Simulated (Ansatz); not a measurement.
# NaMgF3: the cost of one run

Computed with Ansatz 0.2.0 (DFT r2SCAN, scalar-relativistic, plane waves, PAW, unless a step's input says otherwise).

The COD cell was measured well above room temperature, so it is larger than a cold one.

## Step 1: The starting structure

The structure is cubic, space group Pm-3m (No. 221). The conventional cell has a = 3.876 Å, b = 3.876 Å, c = 3.876 Å, α = 90.00°, β = 90.00°, γ = 90.00°. Na (site symmetry m-3m) has 12 F at 2.74 Å as nearest neighbours. Mg (site symmetry m-3m) has 6 F at 1.94 Å as nearest neighbours. F (site symmetry 4/mmm) has 2 Mg at 1.94 Å and 4 Na at 2.74 Å as nearest neighbours.

As a file:

```cif
data_structure
_symmetry_space_group_name_H-M 'P 1'
_symmetry_Int_Tables_number 1
_cell_length_a 3.8760
_cell_length_b 3.8760
_cell_length_c 3.8760
_cell_angle_alpha 90.000
_cell_angle_beta 90.000
_cell_angle_gamma 90.000
_cell_volume 58.23
loop_
_atom_site_label
_atom_site_type_symbol
_atom_site_fract_x
_atom_site_fract_y
_atom_site_fract_z
_atom_site_occupancy
Na1 Na 0.00000 0.00000 0.00000 1
Mg1 Mg 0.50000 0.50000 0.50000 1
F1 F 0.50000 0.50000 0.00000 1
F2 F 0.00000 0.50000 0.50000 1
F3 F 0.50000 0.00000 0.50000 1
```

The structure comes from the Crystallography Open Database.

## Step 2: Ground state at the listed geometry

Input file input.yaml:

```yaml
crystal:
  lattice:
    - [3.876, 0.0, 0.0]
    - [0.0, 3.876, 0.0]
    - [0.0, 0.0, 3.876]
  atoms:
    - { symbol: Na, position: [0.0, 0.0, 0.0] }
    - { symbol: Mg, position: [0.5, 0.5, 0.5] }
    - { symbol: F, position: [0.5, 0.5, 0.0] }
    - { symbol: F, position: [0.0, 0.5, 0.5] }
    - { symbol: F, position: [0.5, 0.0, 0.5] }
basis:
  ecutwfc: 500
  fft_grid_basis: typed
kpoints:
  mp_grid: { grid: [8, 8, 8] }
hamiltonian:
  xc: r2scan
  pseudopotentials: { kind: paw }
scf:
  occupations: { method: gaussian, width: 0.05 }
output:
  forces: true
  stress: true
  eigenvalues: true
  bader: true
  write_density: true
  volumetric_format: npy
  elf: true
```

Launch:

```bash
$ ansatz run input.yaml --threads 2 --pin off --max-ram 4096MiB --backend cpu --events-out ev --progress --plain --runs-dir out
```

**Question.** How long does this run take on 2 threads of Arm Neoverse N1, shared host, and how much memory does it need?

About 21 s, with a peak of 0.47 GiB.
